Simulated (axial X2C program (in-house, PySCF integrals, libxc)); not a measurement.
# Sb₂: properties at the nuclei

Wanted for Sb₂: properties at the nuclei, at the two-component level.

The runs use an in-house X2C program for linear molecules on PySCF integrals; two-component X2C with atomic mean-field terms, Sb dyall-cv3z.

All values are calculated.

### Step 1. The job

task.json reads:

```json
{"zs": [51, 51], "q": 0, "bas": ["dyall-cv3z", "dyall-cv3z"], "r0": 2.8, "levels": ["PBE0", "HF", "PBE", "PBE50", "TPSSh"], "nst": 3}
```

Keys: zs atomic numbers; q charge; bas basis sets; r0 starting distance in Å; levels methods (HF also brings MP2); nst determinants followed.

Launch:

```sh
$ python soeom.py task.json out
```

Further steps of the session: Expectation values, lowest determinant; Expectation values, a higher determinant; Expectation values, a higher determinant.

**Question.** What will these runs give? Wanted: lowest determinant; qzz Sb; higher determinant; A∥/gI Sb (for each run or level that gives them).

The runs gave:

```
                                quantity                                            value
                      lowest determinant                             Ω = 0 (closed shell)
                     qzz Sb (a.u.), PBE0                                            -4.19
                      higher determinant  Ω = 1 (excess of +ω over −ω: ω = -1/2, ω = 3/2)
A∥/gI Sb (MHz), PBE0, higher determinant                                             -518
 qzz Sb (a.u.), PBE0, higher determinant                                            -3.48
                      higher determinant   Ω = 2 (excess of +ω over −ω: ω = 1/2, ω = 3/2)
A∥/gI Sb (MHz), PBE0, higher determinant                                              554
 qzz Sb (a.u.), PBE0, higher determinant                                            -3.53
```

In words: The expectation values come from single determinants, which for open shells can mix terms of unlike spin or miss the lowest Ω, so a determinant need not be a state. A∥ is the parallel hyperfine constant, which follows by multiplying with the nuclear g factor gI = μI/(I μN); qzz is the electric field gradient, eQq0 = 234.96 MHz × Q/barn × qzz. The operators were transformed with the bare-nucleus X2C matrices.
